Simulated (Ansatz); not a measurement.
# CoO: the cost of one run

Computed with Ansatz 0.2.0 (DFT at more than one level, as each input shows, unless a step's input says otherwise).

2 further runs of the same task are left out: 1 that didn't finish, 1 set aside as unsound or not needed. Runs told in other sessions of the task aren't counted.

**1. Starting point**

Symmetry: P6_3/mmc, No. 194, hexagonal system. Conventional cell: a = 2.851 Å, b = 2.851 Å, c = 5.135 Å, α = 90.00°, β = 90.00°, γ = 120.00°. Co (site symmetry -3m) is surrounded by 6 O at 2.09 Å. O (site symmetry -6m2) is surrounded by 6 Co at 2.09 Å.

As a file:

```cif
data_structure
_symmetry_space_group_name_H-M 'P 1'
_symmetry_Int_Tables_number 1
_cell_length_a 2.8512
_cell_length_b 2.8512
_cell_length_c 5.1352
_cell_angle_alpha 90.000
_cell_angle_beta 90.000
_cell_angle_gamma 120.000
_cell_volume 36.15
loop_
_atom_site_label
_atom_site_type_symbol
_atom_site_fract_x
_atom_site_fract_y
_atom_site_fract_z
_atom_site_occupancy
Co1 Co 0.00000 0.00000 0.00000 1
Co2 Co 0.00000 0.00000 0.50000 1
O1 O 0.33333 0.66667 0.25000 1
O2 O 0.66667 0.33333 0.75000 1
```

**2. Ferromagnetic**

input.yaml reads:

```yaml
crystal:
  lattice:
    - [2.8512137775, 0.0, 0.0]
    - [-1.4256068887, 2.469223563, 0.0]
    - [0.0, 0.0, 5.1351941222]
  atoms:
    - { symbol: Co, position: [0.0, 0.0, 0.0], spin: 3.0 }
    - { symbol: Co, position: [0.0, 0.0, 0.5], spin: 3.0 }
    - { symbol: O, position: [0.3333333333, 0.6666666667, 0.25] }
    - { symbol: O, position: [0.6666666667, 0.3333333333, 0.75] }
basis:
  ecutwfc: 420
kpoints:
  mp_grid: { grid: [18, 18, 10] }
hamiltonian:
  xc: pbesol
  hubbard: { sites: [{ species: Co, l: d, u_eff: 3.0 }] }
scf:
  occupations: { method: gaussian, width: 0.05 }
output:
  forces: true
  stress: true
  eigenvalues: true
  populations: true
magnetization:
  spin_polarized: true
```

Launch:

```console
> ansatz run input.yaml --threads 1 --pin off --max-ram 2560MiB --backend cpu --events-out ev --progress --plain --runs-dir out
```

What time and memory should one allow on 1 thread of Intel Xeon at 2.70GHz, shared host?

About 95 s, with a peak of 1.2 GiB.
